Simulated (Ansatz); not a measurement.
# NbRu3C (Pm-3m) in Ansatz: band structure with PBE

Aim: the band structure of NbRu3C with PBE.

All numbers are computed with Ansatz 0.2.0; they aren't measurements. Logs are shortened: lines on timing, memory, paths and dates and some standing lists are left out, and cuts for length are marked.

### Step 1. Starting point

It takes space group Pm-3m (No. 221, cubic). Conventional cell: a = 4.065 Å, b = 4.065 Å, c = 4.065 Å, α = 90.00°, β = 90.00°, γ = 90.00°. Ru (site symmetry 4/mmm) has 2 C at 2.03 Å as nearest neighbours. Nb (site symmetry m-3m) is surrounded by 12 Ru at 2.87 Å. C (site symmetry m-3m) is surrounded by 6 Ru at 2.03 Å.

The cell comes from a database or a generator and needn't be the stable form of this composition.

### Step 2. Band structure, PBE

The input, input.yaml:

```yaml
crystal:
  lattice:
    - [4.065138, 0.0, 0.0]
    - [0.0, 4.065138, 0.0]
    - [0.0, 0.0, 4.065138]
  atoms:
    - { symbol: Ru, position: [0.5, 0.5, 0.0] }
    - { symbol: Ru, position: [0.5, 0.0, 0.5] }
    - { symbol: Ru, position: [0.0, 0.5, 0.5] }
    - { symbol: Nb, position: [0.0, 0.0, 0.0] }
    - { symbol: C, position: [0.5, 0.5, 0.5] }
hamiltonian:
  xc: pbe
  pseudopotentials: { kind: paw }
kpoints:
  mp_grid: { grid: [7, 7, 7] }
  band_path:
    path:
      - [[0.0, 0.0, 0.0], [0.0, 0.5, 0.0], [0.5, 0.5, 0.0], [0.0, 0.0, 0.0], [0.5, 0.5, 0.5], [0.0, 0.5, 0.0]]
      - [[0.5, 0.5, 0.0], [0.5, 0.5, 0.5]]
    npoints: 14
scf:
  occupations: { method: fermi_dirac, width: 0.05 }
  n_extra_bands: 12
output:
  forces: true
  stress: true
  eigenvalues: true
  fatbands: false
```

Potentials or basis: Ansatz PAW.

Command:

```sh
> ansatz run input.yaml --threads 2 --pin off --max-ram 5632MiB --backend cpu --events-out ev --progress --plain --runs-dir out
```

Standard output:

```text
Warning: RAYON_NUM_THREADS=2 ignored (pool sized by the plan → 2); use --threads N
scf.n_extra_bands = 12 over 33 filled bands (N_el = 65.0): the run solves 45 bands
Engine: ansatz 0.2.0, aarch64-unknown-linux-gnu
Pseudopotentials: kind: paw
Pseudopotential: Ru, paw, valence charge 16, recommended cutoff 420 eV (normal), Ru.paw.azcp
Pseudopotential: Nb, paw, valence charge 13, recommended cutoff 420 eV (normal), Nb.paw.azcp
Pseudopotential: C, paw, valence charge 4, recommended cutoff 420 eV (normal), C.paw.azcp
Functional definition: PBE
  parameter kappa = 0.804
  parameter beta = 0.06672455060314922
  exchange = pbe_x(kappa = kappa, mu = beta*pi^2/3)
  correlation = pbe_c(beta = beta)
Crystal: 5 atoms, lattice volume = 67.178 Å³
Basis set: ecut = 420 eV, 1357 PW (Γ), exchange–correlation on 60×60×60 points (8 copies of the dense FFT grid, shifted against one another)
Bands: 45, of which v1, the nominal top of the filled ones, is band 33 counted from 1 (32 counted from 0)
Symmetry: 48 space group operations
Space group: Pm-3m (ITA 221), of the structure as read, at distance tolerance 4.1e-5 Å
k-points: 20 of 343
Non-local potential: Ru, projectors of the file, l = 0: 3, l = 1: 2, l = 2: 2, l = 3: 1
Non-local potential: Nb, projectors of the file, l = 0: 3, l = 1: 2, l = 2: 2, l = 3: 1
Non-local potential: C, projectors of the file, l = 0: 2, l = 1: 2, l = 2: 1
PAW form: soft (Blöchl's): semilocal exchange-correlation on the pseudo side does not see the compensation charge
PAW one-centre angular grid: Ru, 590 points (default); XC on 64 Gauss nodes
PAW one-centre angular grid: Nb, 590 points (default); XC on 64 Gauss nodes
PAW one-centre angular grid: C, 110 points (default); XC on 64 Gauss nodes
Initial density: superposition of atomic densities (neutral atoms: chi_scale 0, normalization atom), corrected by the library's trained network
Initial wavefunctions: pseudopotential atomic-orbital guess
Functional: x = pbe(κ = 0.804, μ = 0.2195149727645171), c = pbe(β = 0.06672455060314922)
SCF iter   1: F=—  HF=-22439.500083 eV  |F-HF|=—  |Δ(HF+E_count)|=         —  Δρ=1.19e-2  dr2=8.44e-2  ethr=1.77e-3  ⟨swp⟩=5.5  Hψ=3308  notcnv=0  defer=7
preconditioner: auto → Kerker (q_TF=auto, 2.713 Å⁻¹)  [metal: Δε(μ)=0.067 eV  Ē_g=7.879 eV  σ=0.050 eV  W_gap=0.31  n_scr=26 (ndim 8)  ℏωp=26.0 eV  f_vac=0.000  D(μ)=2.96/eV (n_scr^D=26)]
SCF iter   2: F=—  HF=-22439.496988 eV  |F-HF|=—  |Δ(HF+E_count)|=   3.10e-3  Δρ=6.22e-3  dr2=2.37e-2  ethr=1.30e-4  ⟨swp⟩=1.1  Hψ=1062  notcnv=0  defer=25
SCF iter   3: F=—  HF=-22439.495425 eV  |F-HF|=—  |Δ(HF+E_count)|=   1.56e-3  Δρ=5.43e-4  dr2=2.08e-4  ethr=3.64e-5  ⟨swp⟩=1.1  Hψ=854  notcnv=0  defer=25
SCF iter   4: F=—  HF=-22439.495405 eV  |F-HF|=—  |Δ(HF+E_count)|=   2.01e-5  Δρ=1.80e-4  dr2=2.66e-5  ethr=3.19e-7  ⟨swp⟩=2.0  Hψ=1422  notcnv=0  defer=25
SCF iter   5: F=—  HF=-22439.495426 eV  |F-HF|=—  |Δ(HF+E_count)|=   2.09e-5  Δρ=4.44e-5  dr2=9.83e-7  ethr=4.09e-8  ⟨swp⟩=1.4  Hψ=891  notcnv=0  defer=25
SCF iter   6: F=-22439.495426 eV  HF=-22439.495426 eV  |F-HF|=8.99e-9  |Δ(HF+E_count)|=   1.45e-7  Δρ=8.17e-6  dr2=3.63e-8  ethr=1.54e-10  ⟨swp⟩=8.8  Hψ=3870  notcnv=0
SCF 1 converged in 6 iterations: F = -22439.495426 eV  dr2 = 3.63e-8
NSCF: frozen V_eff on 86 k-points
SCF converged after 6 iterations
Free energy (F): -22439.495426 eV
Harris-Foulkes:  -22439.495426 eV  (|F-HF|=8.99e-9)
Internal energy: -22439.472481 eV  (E = F + TS)
E sigma→0 (E₀):  -22439.483954 eV
Entropy (-TS):   -0.022944 eV (-4.589 meV/atom)
Fermi energy:    20.670015 eV
--- Per-component energies (eV) ---
  E_band       = -318.117160
  E_kinetic    = 2023.616482
  E_local      = -5081.525982  (includes V_loc(G=0)·N_el)
  E_nonlocal   = 1175.745723
  E_hartree    = 1665.930818
  E_xc         = -794.650529
  E_vxc        = -989.423238  (∫ρ·V_xc dr)
  E_paw        = -13554.350704  (= ΣΔE_a)
  E_vpaw       = -778.397580  (= ΣTr[D̂ρ^β])
  E_aug_tail   = -0.000518  (compensation charges beyond the density's cutoff)
  E_ewald      = -7874.237771
  E_smearing   = -0.022944  (= −TS)
  E_closure    = -0.000000  (closes the sum)
  Σ components = -22439.495426   (vs F -22439.495426, Δ=0.00e0)
--- Forces (eV/Å), atoms counted from 1 ---
  atom   1  Ru    -0.00000000     0.00000000     0.00000000
  atom   2  Ru    -0.00000000    -0.00000000    -0.00000000
  atom   3  Ru     0.00000000    -0.00000000    -0.00000000
  atom   4  Nb    -0.00000000     0.00000000     0.00000000
  atom   5  C      0.00000000     0.00000000     0.00000000
  max |Σ_I F_I| component: 8.31e-29 eV/Å
--- Stress (GPa, compression-positive) ---
       -3.372182       0.000000       0.000000
       -0.000000      -3.372182       0.000000
        0.000000       0.000000      -3.372182
  P = ⅓ Tr σ = -3.3722 GPa (-33.722 kbar)
--- Band table (eV; the first three rows and the last of 20) ---
  k-point 0: bands = ["-52.5951", "-52.5148", "-52.5148", "-35.3589", "-23.0115", "-23.0115", "-23.0115", "-22.3613", "-22.3613", "-22.3613", "-22.3605", "-22.3605", "-22.3605", "-11.3584", "-11.3584", "-11.3584", "6.1265", "13.7702", "15.1123", "15.1123", "15.1518", "15.1518", "15.1518", "17.4354", "17.4354", "17.4354", "18.1168", "18.1168", "18.1168", "19.2931", "19.2931", "21.2801", "21.3164", "21.3164", "21.3164", "22.4976", "22.4976", "23.5745", "23.5745", "23.5745", "25.8452", "25.8452", "25.8452", "27.0315", "31.0676"]
  k-point 1: bands = ["-52.5915", "-52.5184", "-52.5148", "-35.3590", "-23.0058", "-23.0058", "-23.0014", "-22.3723", "-22.3668", "-22.3668", "-22.3614", "-22.3605", "-22.3605", "-11.3665", "-11.3601", "-11.3601", "6.2822", "13.9783", "15.1962", "15.1962", "15.2512", "15.2548", "15.2970", "16.3449", "17.2937", "17.2937", "17.9474", "18.3210", "18.3210", "19.3158", "19.7012", "21.0732", "21.3170", "21.3524", "21.3524", "22.3743", "22.4461", "22.7826", "22.7826", "23.5634", "25.4871", "26.6567", "26.6567", "27.1157", "29.8955"]
  k-point 2: bands = ["-52.5820", "-52.5279", "-52.5148", "-35.3592", "-22.9927", "-22.9927", "-22.9775", "-22.3985", "-22.3806", "-22.3806", "-22.3637", "-22.3598", "-22.3598", "-11.3849", "-11.3641", "-11.3641", "6.6775", "14.3526", "14.9398", "15.2927", "15.2927", "15.5278", "15.6329", "15.7905", "17.1131", "17.1131", "17.5185", "18.7105", "18.7105", "19.3441", "19.4608", "20.4989", "21.3183", "21.4545", "21.4545", "21.5493", "21.5493", "21.9820", "22.1365", "23.5415", "25.5278", "27.1315", "27.9173", "27.9173", "29.0285"]
  k-point 19: bands = ["-52.5440", "-52.5401", "-52.5401", "-35.3572", "-23.3112", "-22.7680", "-22.7680", "-22.5522", "-22.5512", "-22.5512", "-22.2436", "-22.2436", "-22.2413", "-11.3764", "-11.3731", "-11.3731", "9.2697", "12.3043", "12.3043", "12.4829", "15.4937", "16.5045", "16.5651", "16.5651", "17.7324", "17.7324", "17.9127", "18.6338", "18.6338", "19.8670", "19.8670", "20.3411", "21.0911", "21.6034", "21.6366", "21.6366", "21.8020", "21.8020", "23.1918", "23.1918", "25.9197", "25.9197", "26.3103", "29.3620", "29.5208"]
```

Wall time 5.4 s (2 threads of Arm Neoverse V1, shared host); peak memory 0.39 GiB.

Results:

```yaml
Free_energy: -22439.4954 eV
Pressure: -3.4 GPa
Band_gap_on_the_k_mesh: none (metal or under the smearing width)
```

Levels at the corners of the path, in eV from the Fermi level:
| point | band 29 | band 30 | band 31 | band 32 | band 33 | band 34 | band 35 | band 36 |
| --- | --- | --- | --- | --- | --- | --- | --- | --- |
| Γ | -2.55 | -1.38 | -1.38 | 0.61 | 0.65 | 0.65 | 0.65 | 1.83 |
| X | -1.48 | -1.40 | -1.40 | -0.75 | -0.28 | -0.28 | 0.56 | 0.65 |
| M | -2.80 | -2.36 | -1.61 | -1.26 | -0.93 | 0.37 | 0.37 | 0.46 |
| Γ | -2.55 | -1.38 | -1.38 | 0.61 | 0.65 | 0.65 | 0.65 | 1.83 |
| R | -2.06 | 0.21 | 0.21 | 0.21 | 0.41 | 0.41 | 0.41 | 1.17 |
| X | -1.48 | -1.40 | -1.40 | -0.75 | -0.28 | -0.28 | 0.56 | 0.65 |
| M | -2.80 | -2.36 | -1.61 | -1.26 | -0.93 | 0.37 | 0.37 | 0.46 |
| R | -2.06 | 0.21 | 0.21 | 0.21 | 0.41 | 0.41 | 0.41 | 1.17 |
